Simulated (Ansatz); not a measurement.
# C6H10O2: vertical ionisation energy

An exercise on one series of results from a longer session: the logs are not shown, and one member is left open.

Program: Ansatz 0.2.0, Gaussian basis. Level of theory: unrestricted cation, the program's frozen cores in correlated methods. These are calculated values, not measurements.

The runs, in order: UKS PBE-D4/def2-TZVPP; UKS r2SCAN-D4/def2-TZVPP; UKS PBE0-D4/def2-TZVPP; UKS B3LYP-D4/def2-TZVPP; UKS wB97X-V/def2-TZVPP; UKS wB97M-V/def2-TZVPP; UKS B2PLYP/def2-TZVPP; UHF-CCSD(T)/def2-TZVPP; UHF-MP2/def2-QZVPP; extrapolation to the limit; then −ε(HOMO) from the neutral's earlier runs with LDA (SPW92), PBE-D4, revPBE-D4, BLYP-D4, r2SCAN-D4, B97M-V, PBE0-D4, B3LYP-D4, r2SCANh-D4, r2SCAN0-D4, HSE06-D4, BHLYP-D4, CAM-B3LYP-D4, LC-ωPBE, ωB97X-V, ωB97M-V.

## Structure used throughout

The geometry comes from an earlier relaxation with PBE0-D4 in a triple-zeta def2 set; it is a stationary point, not always the lowest conformer.

18 atoms, charge 0, spin multiplicity 1.

Atoms are counted from 1 here; the program's logs count them from 0.

Bond lengths: C1–C2 1.502 Å, C1–H9 1.088 Å, C1–H10 1.095 Å, C1–H11 1.093 Å, C2–O3 1.206 Å, C2–C4 1.522 Å, C4–C5 1.524 Å, C4–C6 1.525 Å, C4–H12 1.098 Å, C5–H13 1.091 Å, C5–H14 1.092 Å, C5–H15 1.090 Å, C6–C7 1.502 Å, C6–O8 1.204 Å, C7–H16 1.093 Å, C7–H17 1.088 Å, C7–H18 1.093 Å. Angles: C2–C1–H9 110.3°, C2–C1–H10 108.8°, C2–C1–H11 111.2°, H9–C1–H10 109.3°, H9–C1–H11 110.4°, H10–C1–H11 106.8°, C1–C2–O3 122.2°, C1–C2–C4 116.6°, O3–C2–C4 121.2°, C2–C4–C5 109.0°, C2–C4–C6 111.8°, C2–C4–H12 108.1°, C5–C4–C6 111.8°, C5–C4–H12 109.4°, C6–C4–H12 106.7°, C4–C5–H13 110.1°, C4–C5–H14 111.3°, C4–C5–H15 110.0° and more.

The first run:

Contents of in.yaml:

```yaml
crystal:
  periodic: [false, false, false]
  atoms:
    - {symbol: C, position_ang: [-2.043273, 1.031140, -0.075325]}
    - {symbol: C, position_ang: [-0.547811, 0.928897, -0.175752]}
    - {symbol: O, position_ang: [0.122059, 1.790959, -0.687103]}
    - {symbol: C, position_ang: [0.093221, -0.308555, 0.436711]}
    - {symbol: C, position_ang: [0.388503, -0.039520, 1.907647]}
    - {symbol: C, position_ang: [1.346468, -0.731091, -0.323358]}
    - {symbol: C, position_ang: [1.204312, -0.930002, -1.805621]}
    - {symbol: O, position_ang: [2.389536, -0.913457, 0.248628]}
    - {symbol: H, position_ang: [-2.372893, 2.032078, -0.347343]}
    - {symbol: H, position_ang: [-2.493029, 0.303884, -0.759303]}
    - {symbol: H, position_ang: [-2.389252, 0.776236, 0.929130]}
    - {symbol: H, position_ang: [-0.620576, -1.139361, 0.353955]}
    - {symbol: H, position_ang: [1.092347, 0.787855, 2.003867]}
    - {symbol: H, position_ang: [-0.522830, 0.206836, 2.456046]}
    - {symbol: H, position_ang: [0.844530, -0.917784, 2.363668]}
    - {symbol: H, position_ang: [1.215812, 0.051496, -2.286733]}
    - {symbol: H, position_ang: [2.038025, -1.521270, -2.179994]}
    - {symbol: H, position_ang: [0.254863, -1.408331, -2.059112]}
basis:
  gaussian: {orbitals: def2-TZVPP}
total_charge: 1
magnetization: {spin_polarized: true, initial_magnetization: 1}
hamiltonian: {xc: pbe, dispersion: d4}
```

Started as:

```bash
ansatz run in.yaml --threads 2 --pin off --events-out ev --progress --plain --max-ram 20480MiB --backend cuda --devices 0, --max-vram 18GiB
```

Among the steps run: Cation, UKS PBE-D4/def2-TZVPP; Cation, UKS r2SCAN-D4/def2-TZVPP; Cation, UKS PBE0-D4/def2-TZVPP; Cation, UKS B3LYP-D4/def2-TZVPP; Cation, UKS wB97X-V/def2-TZVPP; Cation, UKS wB97M-V/def2-TZVPP; Cation, UKS B2PLYP (frozen core)/def2-TZVPP; Cation, UHF-CCSD(T)/def2-TZVPP; Cation, UHF-MP2/def2-QZVPP.

One table of the session follows, with a row left open; its other results are not shown here.

It belongs to the step «Ionisation energies side by side». For comparison, −ε(HOMO) of the neutral from earlier runs:

```
  functional  −ε(HOMO) (eV)
 LDA (SPW92)           5.86
      PBE-D4           5.68
   revPBE-D4           5.60
     BLYP-D4           5.60
   r2SCAN-D4           5.96
      B97M-V           6.15
     PBE0-D4           7.25
    B3LYP-D4           7.03
  r2SCANh-D4           6.56
  r2SCAN0-D4           7.46
    HSE06-D4              ?
    BHLYP-D4           8.80
CAM-B3LYP-D4           8.72
     LC-ωPBE          10.00
     ωB97X-V           9.70
     ωB97M-V           9.65
```

Q: Estimate the row for HSE06-D4 from the others.

**Answer.** −ε(HOMO) (eV): 6.84. In the column «−ε(HOMO) (eV)» it lies between r2SCANh-D4 (6.56) and B3LYP-D4 (7.03).
